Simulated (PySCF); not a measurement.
# C7H13BO2: geometry, NMR shifts and electronic excitations

Wanted: the NMR shifts and electronic excitations of C7H13BO2 (`C=C(C)CB(O)OC1CC1`), by calculation.

The runs use PySCF 2.14.0, with density-fitted response routines of our own; the level of theory stands in each step. All values are computed, except where a source is named. Atoms are numbered from 0 throughout.

## 1. The starting structure

23 atoms, charge 0, multiplicity 1; geometry from: GFN2-xTB.

Bonds of the start (Å): C0–C1 1.32, C1–C2 1.50, C1–C3 1.50, C3–B4 1.61, B4–O5 1.35, B4–O6 1.36, O6–C7 1.39, C7–C8 1.50, C8–C9 1.50, C9–C7 1.50, C0–H10 1.08, C0–H11 1.08, C2–H12 1.09, C2–H13 1.09, C2–H14 1.09, C3–H15 1.09, C3–H16 1.09, O5–H17 0.96, C7–H18 1.09, C8–H19 1.08, C8–H20 1.08, C9–H21 1.08, C9–H22 1.08.

## 2. Optimising the geometry at PBE0-D3(BJ)/def2-SVP

What the job is given:

```
{"job": {"xc": "PBE0", "basis": "def2-SVP", "d3": "d3bj", "grid": 1, "kind": "geom"}, "charge": 0, "multiplicity": 1}
C     -1.482072    -1.751371    -0.486493
C     -1.686004    -0.444867    -0.556331
C     -2.896394     0.207810     0.039600
C     -0.723947     0.494111    -1.230167
B      0.000778     1.459938    -0.168345
O     -0.394124     2.749058    -0.085734
O      0.991533     1.074318     0.682508
C      1.516175    -0.213868     0.755009
C      2.486116    -0.685630    -0.286621
C      2.964873    -0.356963     1.099516
H     -0.616578    -2.219182    -0.925047
H     -2.178911    -2.409047     0.006077
H     -2.593628     0.993795     0.729586
H     -3.514946    -0.513575     0.567740
H     -3.492834     0.673149    -0.744527
H     -1.275092     1.108192    -1.943577
H      0.015240    -0.087238    -1.782639
H      0.073825     3.263402     0.573976
H      0.808983    -0.932786     1.156199
H      2.448889    -1.719865    -0.590953
H      2.739908     0.002350    -1.078219
H      3.532845     0.550912     1.227587
H      3.261114    -1.161707     1.754043
```

**Question.** This job is followed by: GIAO PBE0/pcSseg-1 NMR shielding, non-relativistic, gas phase; TDDFT CAM-B3LYP/def2-SVPD, vertical, gas phase, core orbitals frozen in the response; GIAO B97-2/pcSseg-1 NMR shielding, non-relativistic, gas phase. What will the session give for the following? point group; rotational constants (main isotopes); ¹³C shifts against TMS (PBE0/pcSseg-1, means over atoms taken as alike); ¹H shifts against TMS (PBE0/pcSseg-1, means over atoms taken as alike); ¹¹B shifts against BF3·OEt2 (PBE0/pcSseg-1); ¹⁷O shifts against H2O (PBE0/pcSseg-1); lowest singlet (CAM-B3LYP/def2-SVPD); brightest single state of those computed; lowest triplet; vertical ionisation energy (ΔSCF); range of the shift of O6.

**Answer**, as computed:

```
                                                               quantity                                               value
                                                            point group                                                  C1
                                   rotational constants (main isotopes)                                1.87, 0.91, 0.69 GHz
¹³C shifts against TMS (PBE0/pcSseg-1, means over atoms taken as alike)             152.5, 117.9, 47.7, 27.7, 26.5, 8.9 ppm
 ¹H shifts against TMS (PBE0/pcSseg-1, means over atoms taken as alike)  5.07, 4.99, 3.78, 3.65, 1.88, 1.87, 0.57, 0.46 ppm
                            ¹¹B shifts against BF3·OEt2 (PBE0/pcSseg-1)                                            29.6 ppm
                                 ¹⁷O shifts against H2O (PBE0/pcSseg-1)                                    148.6, 131.5 ppm
                                   lowest singlet (CAM-B3LYP/def2-SVPD)                         6.50 eV (191 nm), f = 0.093
                               brightest single state of those computed                         state 2, 6.73 eV, f = 0.154
                                                         lowest triplet                                             4.21 eV
                                      vertical ionisation energy (ΔSCF)                                             8.89 eV
                                               range of the shift of O6                                  142.4 to 148.6 ppm
```

In words: The optimisation took 8 steps and gained 0.083 eV; among the close pairs (by a distance rule), C3–B4 changed most, from 1.608 to 1.583 Å. No frequency check was run at this level, so the end point may be a saddle. The most deshielded carbon is C1 (fully substituted alkene carbon), at 152.5 ppm: the olefinic region. At PBE0/pcSseg-1: The largest span, 251 ppm, is at C1, where the paramagnetic term is -231 ppm. The lowest singlet, at 6.50 eV, is HOMO→LUMO+1 0.65, HOMO→LUMO 0.19 and is bright; of the 10 states computed, the strongest absorption comes from state 2 at 6.73 eV. The lowest triplet lies 2.29 eV below the lowest singlet (triplets in Tamm-Dancoff, singlets in full TDDFT). ΔSCF puts the ionisation energy at 8.89 eV, 0.70 eV above −ε(HOMO). In ppm, O6 moves most: its shift spreads over 6.2 ppm, from 142.4 (B97-2/pcSseg-1) to 148.6 (PBE0/pcSseg-1). Part of that comes from the computed reference.
